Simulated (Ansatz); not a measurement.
Born–Oppenheimer molecular dynamics of a periodic cell of 15 atoms, La₃In₉CO₂ (surface LaIn3(111), adsorbate CO2, incident energy 1.5 eV, 20° from the normal). It starts from an unrelaxed structure (largest force component 1.50 eV/Å).

Computed with DFT LDA, scalar-relativistic, plane waves, PAW (Ansatz). Settings: accuracy low, cutoff 420 eV, k mesh 2x2x1, fermi-dirac smearing 0.15 eV, no spin polarisation.

* ensemble: NVE (velocity Verlet)
* time step: 1 fs
* steps asked: 180
* starting velocities: zero, but for any typed in the input
* atoms held: 1 to 4
* seed: 213881

First frame:

```xyz
15
Lattice="6.7515 0.0000 0.0000 3.3758 5.8470 0.0000 0.0000 0.0000 19.5126" Properties=species:S:1:pos:R:3
La 0.000 0.000 1.000
In 3.376 0.000 1.000
In 1.688 2.924 1.000
In 5.064 2.924 1.000
La 6.752 3.898 3.756
In 3.376 3.898 3.756
In 5.064 0.975 3.756
In 1.688 0.975 3.756
La 3.376 1.949 6.513
In 6.752 1.949 6.513
In 5.064 4.872 6.513
In 8.439 4.872 6.513
C 3.376 -0.120 12.728
O 3.694 1.006 12.828
O 3.058 -1.246 12.828
```

Task: What does the run give?

Result: All steps were run.

```
steps done                                               : 180
time covered                                             : 180 fs
mean temperature over the second half                    : 1171 K
spread of the potential energy over the second half      : 12.9 meV per atom
mean potential energy of the second half above the start : -11.0 meV per atom
```

The conserved energy stayed within 0.095 meV per atom of its start (net change -0.078 meV per atom), so the integration is sound. A run of 0.18 ps of so small a system gives no equilibrium averages. Limits of this set-up: coarse k mesh, slab without dipole correction, no dispersion correction for a molecule that may bind weakly, low accuracy level.

Task: What happens to the structure?

Result: Mean squared displacements from the first frame to the last: La 0.01 Å², In 0.03 Å², C 23.51 Å², O 19.97 Å². Another seed would give other details.

Task: How do temperature and energy run in time?

Result: 
```json
{"time (fs)": "0.0", "T (K)": "1055", "potential energy less start (eV)": "0.000", "conserved less start (meV/atom)": "0.00"}
{"time (fs)": "9.0", "T (K)": "1101", "potential energy less start (eV)": "-0.066", "conserved less start (meV/atom)": "-0.02"}
{"time (fs)": "18.0", "T (K)": "1101", "potential energy less start (eV)": "-0.066", "conserved less start (meV/atom)": "-0.03"}
{"time (fs)": "27.0", "T (K)": "1081", "potential energy less start (eV)": "-0.037", "conserved less start (meV/atom)": "-0.01"}
{"time (fs)": "36.0", "T (K)": "1124", "potential energy less start (eV)": "-0.099", "conserved less start (meV/atom)": "-0.01"}
{"time (fs)": "45.0", "T (K)": "1112", "potential energy less start (eV)": "-0.081", "conserved less start (meV/atom)": "-0.01"}
{"time (fs)": "54.0", "T (K)": "1134", "potential energy less start (eV)": "-0.113", "conserved less start (meV/atom)": "-0.03"}
{"time (fs)": "63.0", "T (K)": "1177", "potential energy less start (eV)": "-0.174", "conserved less start (meV/atom)": "-0.03"}
{"time (fs)": "72.0", "T (K)": "1149", "potential energy less start (eV)": "-0.134", "conserved less start (meV/atom)": "0.00"}
{"time (fs)": "81.0", "T (K)": "1187", "potential energy less start (eV)": "-0.188", "conserved less start (meV/atom)": "-0.02"}
{"time (fs)": "90.0", "T (K)": "1240", "potential energy less start (eV)": "-0.264", "conserved less start (meV/atom)": "-0.04"}
{"time (fs)": "99.0", "T (K)": "1224", "potential energy less start (eV)": "-0.241", "conserved less start (meV/atom)": "-0.01"}
{"time (fs)": "108.0", "T (K)": "1243", "potential energy less start (eV)": "-0.268", "conserved less start (meV/atom)": "0.00"}
{"time (fs)": "117.0", "T (K)": "1291", "potential energy less start (eV)": "-0.336", "conserved less start (meV/atom)": "-0.03"}
{"time (fs)": "126.0", "T (K)": "1294", "potential energy less start (eV)": "-0.341", "conserved less start (meV/atom)": "-0.04"}
{"time (fs)": "135.0", "T (K)": "1257", "potential energy less start (eV)": "-0.287", "conserved less start (meV/atom)": "-0.01"}
{"time (fs)": "144.0", "T (K)": "1216", "potential energy less start (eV)": "-0.229", "conserved less start (meV/atom)": "-0.01"}
{"time (fs)": "153.0", "T (K)": "1146", "potential energy less start (eV)": "-0.130", "conserved less start (meV/atom)": "-0.04"}
{"time (fs)": "162.0", "T (K)": "1068", "potential energy less start (eV)": "-0.019", "conserved less start (meV/atom)": "-0.01"}
{"time (fs)": "171.0", "T (K)": "969", "potential energy less start (eV)": "0.121", "conserved less start (meV/atom)": "-0.08"}
{"time (fs)": "180.0", "T (K)": "848", "potential energy less start (eV)": "0.293", "conserved less start (meV/atom)": "-0.08"}
```

Run time: 21 min on 2 threads of Arm Neoverse V2 (shared host), peak memory 1.6 GiB.
